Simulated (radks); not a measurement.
**Nuclear size and the levels of Nb⁺**

Aim: how the total energy, the levels and the density at the nucleus of Nb⁺ respond when the nuclear radius is scaled.

Method: Dirac Kohn-Sham, LDA (Slater exchange, Perdew-Wang correlation), spin-unpolarised, spherical densities, finite nucleus; open shells are shared between the two j in proportion to 2j + 1. Code: radks (a radial shooting solver on a logarithmic mesh, Libxc functionals) version 1.

## (1) The system

- element: niobium (Z = 41)
- charge: +1
- electrons: 40
- configuration: [Kr] 4d4
- nuclear rms radius: 4.324 fm

Outer shells as boxes (Hund's rule):

Nb⁺
```
[Kr] core
4d [↑ ][↑ ][↑ ][↑ ][  ]
```

## (2) rms radius 4.324 fm

The run's settings:

```text
Z 41
configuration [Kr] 4d4 5s0 5p0
relativity Dirac
functional lda,pw
spin unpolarised
j_filling average
nucleus finite rms 4.324 fm
c 137.035999084
```

## (3) rms radius 3.5673 fm

Settings, as their differences from step 2:

```diff
@@ -6,3 +6,3 @@
 j_filling average
-nucleus finite rms 4.324 fm
+nucleus finite rms 3.5673 fm
 c 137.035999084
```

## (4) rms radius 3.9565 fm

Settings, as their differences from step 3:

```diff
@@ -6,3 +6,3 @@
 j_filling average
-nucleus finite rms 3.5673 fm
+nucleus finite rms 3.9565 fm
 c 137.035999084
```

## (5) rms radius 4.7045 fm

Settings, as their differences from step 4:

```diff
@@ -6,3 +6,3 @@
 j_filling average
-nucleus finite rms 3.9565 fm
+nucleus finite rms 4.7045 fm
 c 137.035999084
```

## (6) rms radius 5.0548 fm

Settings, as their differences from step 5:

```diff
@@ -6,3 +6,3 @@
 j_filling average
-nucleus finite rms 4.7045 fm
+nucleus finite rms 5.0548 fm
 c 137.035999084
```

**Question.** What will these runs give? Wanted: for each run, rms radius; total energy shift; density at nucleus; 1s1/2 shift; 2s1/2 shift; 3p1/2 shift; 4s1/2 shift; 5s1/2 shift.

As calculated:

```csv
rms radius (fm),total energy shift (eV),density at nucleus (e/bohr³),1s1/2 shift (meV),2s1/2 shift (meV),3p1/2 shift (meV),4s1/2 shift (meV),5s1/2 shift (meV)
3.5673,-0.404,8.377e+04,-171,-18.2,0.235,-0.518,-0.0608
3.9565,-0.205,8.287e+04,-86.8,-9.21,0.119,-0.263,-0.0308
4.324,0,8.212e+04,0,0,0,0,0
4.7045,0.230,8.141e+04,97.2,10.3,-0.133,0.294,0.0345
5.0548,0.456,8.081e+04,193,20.5,-0.265,0.584,0.0686
```

**Reading.** Shifts are against the first run. Over the range the 1s1/2 level moves by 0.364 eV and the 5s1/2 level by 0.129 meV. A larger nucleus binds the 1s electrons less and lowers the density at its centre. These are shifts of eigenvalues, not the field shifts of spectral lines.
